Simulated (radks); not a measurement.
# Kr⁺ in [Ar] 3d10 4s1.75 4p5 4d0.25: an all-electron calculation

The task here is to estimate one member of a computed series from the others.

Method: Dirac Kohn-Sham, B86b exchange with PBE correlation, spin-unpolarised, spherical densities, point nucleus; open shells fill j = l - 1/2 first. Code: radks (a radial shooting solver on a logarithmic mesh, Libxc functionals) version 1.

### The atom as given

- element: krypton (Z = 36)
- charge: +1
- electrons: 35
- configuration: [Ar] 3d10 4s1.75 4p5 4d0.25

The first run:

Settings of this run:

```text
Z 36
configuration [Ar] 3d10 4s1.75 4p5 4d0.25 5s0 5p0
relativity Dirac
functional b86_mgc,pbe
spin unpolarised
j_filling energy
nucleus point
c 137.035999084
```

Steps of the session up to this table: Self-consistent calculation.

One of the session's tables, all rows but one given; the rest of the session is left out.

It belongs to the step «Radial structure». From the orbitals of this run (lengths in bohr):

```
level      <r>  outermost maximum (interpolated)  90 % within  nodes
1s1/2  0.04148                            0.0271       0.0742      0
2s1/2   0.1832                             0.154        0.284      1
2p1/2   0.1573                             0.121        0.257      0
2p3/2   0.1613                             0.124        0.263      0
3s1/2   0.5300                             0.467        0.788      2
3p1/2   0.5333                             0.457        0.813      1
3p3/2   0.5437                             0.466        0.829      1
3d3/2        ?                                 ?            ?      ?
3d5/2   0.5567                             0.412        0.911      0
4s1/2    1.529                              1.33         2.26      3
4p1/2    1.785                              1.49         2.70      2
4p3/2    1.821                              1.52         2.75      2
5s1/2    4.483                              3.91         6.57      4
4d3/2    3.769                              2.69         6.20      1
4d5/2    3.795                              2.71         6.24      1
5p1/2    5.756                              5.00         8.47      3
5p3/2    5.842                              5.08         8.59      3
```

**Question.** Estimate the row for 3d3/2.

The run gave: <r>: 0.5528; outermost maximum (interpolated): 0.410; 90 % within: 0.905; nodes: 0. In the column «<r>» it lies between 3p3/2 (0.5437) and 3d5/2 (0.5567).
